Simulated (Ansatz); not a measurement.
# CH5ClSiTe: a ladder of functionals and wavefunction methods

The task here is to estimate one member of a computed series from the others.

Computed with Ansatz 0.2.0, Gaussian basis. Level: functionals in def2-TZVPP, the program's frozen cores in correlated methods.

The runs, in order: PBE-D4, r2SCAN-D4, PBE0-D4, B3LYP-D4, ωB97X-V, ωB97M-V, B2PLYP; CCSD(T)/def2-TZVPP; MP2/def2-QZVPP; extrapolation to the limit.

### Structure used throughout

An earlier PBE0-D4 in a triple-zeta def2 set relaxation fixed the geometry. Te takes the def2 core potential; no spin-orbit term is included.

9 atoms, charge 0, spin multiplicity 1.

Atoms are counted from 1 here; the program's logs count them from 0.

Bond lengths: Cl1–C2 1.787 Å, C2–Si3 1.881 Å, C2–H5 1.090 Å, C2–H6 1.090 Å, Si3–Te4 2.496 Å, Si3–H7 1.483 Å, Si3–H8 1.482 Å, Te4–H9 1.658 Å. Angles: Cl1–C2–Si3 108.7°, Cl1–C2–H5 107.8°, Cl1–C2–H6 108.0°, Si3–C2–H5 112.0°, Si3–C2–H6 111.6°, H5–C2–H6 108.6°, C2–Si3–Te4 110.6°, C2–Si3–H7 109.6°, C2–Si3–H8 109.2°, Te4–Si3–H7 105.6°, Te4–Si3–H8 111.0°, H7–Si3–H8 110.8°, Si3–Te4–H9 91.3°.

Set-up of the first run:

The input, in.yaml:

```yaml
crystal:
  periodic: [false, false, false]
  atoms:
    - {symbol: Cl, position_ang: [-0.062163, 2.622769, -0.299537]}
    - {symbol: C, position_ang: [-0.645897, 0.934014, -0.346535]}
    - {symbol: Si, position_ang: [0.802190, -0.213100, 0.007019]}
    - {symbol: Te, position_ang: [0.070247, -2.598475, -0.062624]}
    - {symbol: H, position_ang: [-1.436983, 0.833217, 0.396643]}
    - {symbol: H, position_ang: [-1.071119, 0.751134, -1.333191]}
    - {symbol: H, position_ang: [1.817482, -0.077336, -1.064800]}
    - {symbol: H, position_ang: [1.381993, 0.125128, 1.328219]}
    - {symbol: H, position_ang: [-0.767349, -2.423652, 1.357706]}
basis:
  gaussian: {orbitals: def2-TZVPP}
hamiltonian: {xc: pbe, dispersion: d4}
output: {forces: true, orbitals: {seedname: orbitals}}
```

Started as:

```bash
ansatz run in.yaml --threads 4 --pin off --events-out ev --progress --plain --max-ram 10444MiB
```

Steps of the session up to this table: PBE-D4 (GGA); r2SCAN-D4 (meta-GGA); PBE0-D4 (hybrid); B3LYP-D4 (hybrid); ωB97X-V (range-separated); ωB97M-V (range-separated); B2PLYP (double hybrid); CCSD(T) in def2-TZVPP; MP2 in def2-QZVPP.

One of the session's tables, all rows but one given; the rest of the session is left out.

```
            method  atomisation energy (kcal/mol)
            PBE-D4                          655.0
         r2SCAN-D4                          649.0
           PBE0-D4                          647.9
          B3LYP-D4                          645.8
           ωB97X-V                          652.1
           ωB97M-V                          647.7
            B2PLYP                              ?
     HF/def2-TZVPP                          468.9
    MP2/def2-TZVPP                          635.2
   CCSD/def2-TZVPP                          620.6
CCSD(T)/def2-TZVPP                          630.9
           MP2/CBS                          656.6
       CCSD(T)/CBS                          652.4
```

Estimate the missing values for B2PLYP.

The run gave: atomisation energy (kcal/mol): 636.7. In the column «atomisation energy (kcal/mol)» it lies between MP2/def2-TZVPP (635.2) and B3LYP-D4 (645.8).

Caveats from the session: Free atoms (1 Cl, 1 C, 1 Si, 1 Te, 5 H) were run apart at each level; the atomisation energy is their sum less the molecule, without zero-point or spin-orbit terms.
